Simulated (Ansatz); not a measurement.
**CH3ClFMoNO: one species, many methods**

An exercise on one series of results from a longer session: the logs are not shown, and one member is left open.

Method: functionals in def2-TZVPP, the program's frozen cores in correlated methods; program: Ansatz 0.2.0, Gaussian basis.

The runs, in order: LDA (SPW92), PBE-D4, revPBE-D4, BLYP-D4, r2SCAN-D4, B97M-V, PBE0-D4, B3LYP-D4, r2SCANh-D4, r2SCAN0-D4, HSE06-D4, BHLYP-D4, CAM-B3LYP-D4, LC-ωPBE, ωB97X-V, ωB97M-V, B2PLYP, PBE-QIDH; CCSD(T)/def2-SVP; CCSD(T)/def2-TZVPP; MP2/def2-QZVPP; extrapolation to the limit; RPA on PBE.

## The geometry

An earlier PBE0-D4 in a triple-zeta def2 set relaxation fixed the geometry. Mo takes the def2 core potential; no spin-orbit term is included.

SMILES `C[N]=[Mo](=[O])([F])[Cl]`, 9 atoms, charge 0, spin multiplicity 1.

Atoms are counted from 1 here; the program's logs count them from 0.

Bond lengths: C1–N2 1.418 Å, C1–H7 1.094 Å, C1–H8 1.096 Å, C1–H9 1.095 Å, N2–Mo3 1.711 Å, Mo3–O4 1.668 Å, Mo3–F5 1.855 Å, Mo3–Cl6 2.266 Å. Angles: N2–C1–H7 109.8°, N2–C1–H8 111.1°, N2–C1–H9 109.5°, H7–C1–H8 109.3°, H7–C1–H9 108.1°, H8–C1–H9 109.0°, C1–N2–Mo3 150.4°, N2–Mo3–O4 105.8°, N2–Mo3–F5 108.0°, N2–Mo3–Cl6 106.9°, O4–Mo3–F5 111.7°, O4–Mo3–Cl6 109.8°, F5–Mo3–Cl6 114.2°.

Coordinates:

```mol
CH3ClFMoNO
  3D, bonds by distance, orders not assigned

  9  8  0  0  0  0  0  0  0  0999 V2000
    0.0581   -1.1457    1.0670 C   0  0
    0.2690    0.0662    0.3615 N   0  0
    0.0477    1.0356   -1.0312 Mo  0  0
   -0.7771    0.0809   -2.1227 O   0  0
    1.7232    1.5143   -1.6685 F   0  0
   -1.2467    2.7905   -0.4142 Cl  0  0
    1.0200   -1.5729    1.3655 H   0  0
   -0.4851   -1.8718    0.4516 H   0  0
   -0.5205   -0.9436    1.9739 H   0  0
  1  2  8  0
  2  3  8  0
  3  4  8  0
  3  5  8  0
  3  6  8  0
  1  7  8  0
  1  8  8  0
  1  9  8  0
M  END
```

The first run:

Contents of in.yaml:

```yaml
crystal:
  periodic: [false, false, false]
  atoms:
    - {symbol: C, position_ang: [0.058066, -1.145655, 1.066968]}
    - {symbol: N, position_ang: [0.268952, 0.066185, 0.361527]}
    - {symbol: Mo, position_ang: [0.047722, 1.035639, -1.031197]}
    - {symbol: O, position_ang: [-0.777082, 0.080911, -2.122732]}
    - {symbol: F, position_ang: [1.723198, 1.514346, -1.668539]}
    - {symbol: Cl, position_ang: [-1.246703, 2.790464, -0.414213]}
    - {symbol: H, position_ang: [1.020037, -1.572850, 1.365508]}
    - {symbol: H, position_ang: [-0.485133, -1.871779, 0.451568]}
    - {symbol: H, position_ang: [-0.520455, -0.943562, 1.973910]}
basis:
  gaussian: {orbitals: def2-TZVPP}
hamiltonian: {xc: lda}
output: {orbitals: {seedname: orbitals}}
```

Started as:

```console
$ ansatz run in.yaml --threads 4 --pin off --events-out ev --progress --plain --max-ram 11315MiB
```

Among the steps run: LDA; PBE-D4 (GGA); revPBE-D4 (GGA); BLYP-D4 (GGA); r2SCAN-D4 (meta-GGA); B97M-V (meta-GGA); B3LYP-D4 (hybrid); r2SCANh-D4 (hybrid); r2SCAN0-D4 (hybrid); HSE06-D4 (hybrid); BHLYP-D4 (hybrid); CAM-B3LYP-D4 (range-separated); LC-ωPBE (range-separated); ωB97X-V (range-separated); ωB97M-V (range-separated); B2PLYP (double hybrid); PBE-QIDH (double hybrid).

One table of the session follows, with a row left open; its other results are not shown here.

It belongs to the step «Orbital energies across the functionals». 

| functional | HOMO (eV) | LUMO (eV) | gap (eV) |
| --- | --- | --- | --- |
| LDA (SPW92) | -7.11 | -3.51 | 3.60 |
| PBE-D4 | -6.93 | -3.26 | 3.66 |
| revPBE-D4 | -6.86 | -3.17 | 3.69 |
| BLYP-D4 | -6.81 | -3.18 | 3.63 |
| r2SCAN-D4 | -7.23 | -3.25 | 3.98 |
| B97M-V | -7.31 | -3.24 | 4.06 |
| PBE0-D4 | -8.32 | -2.57 | 5.74 |
| B3LYP-D4 | -8.09 | -2.80 | 5.29 |
| r2SCANh-D4 | -7.75 | -2.98 | 4.77 |
| r2SCAN0-D4 | -8.53 | -2.56 | 5.96 |
| HSE06-D4 | -7.91 | -2.95 | 4.97 |
| BHLYP-D4 | -9.60 | -1.74 | 7.87 |
| CAM-B3LYP-D4 | -9.67 | -1.55 | 8.13 |
| LC-ωPBE | -10.97 | -0.40 | 10.57 |
| ωB97X-V | -10.63 | -0.47 | 10.17 |
| ωB97M-V | ? | ? | ? |

Q: Estimate the row for ωB97M-V from the others.

The run gave: HOMO (eV): -10.54; LUMO (eV): -0.49; gap (eV): 10.05. In the column «HOMO (eV)» it lies between ωB97X-V (-10.63) and CAM-B3LYP-D4 (-9.67).
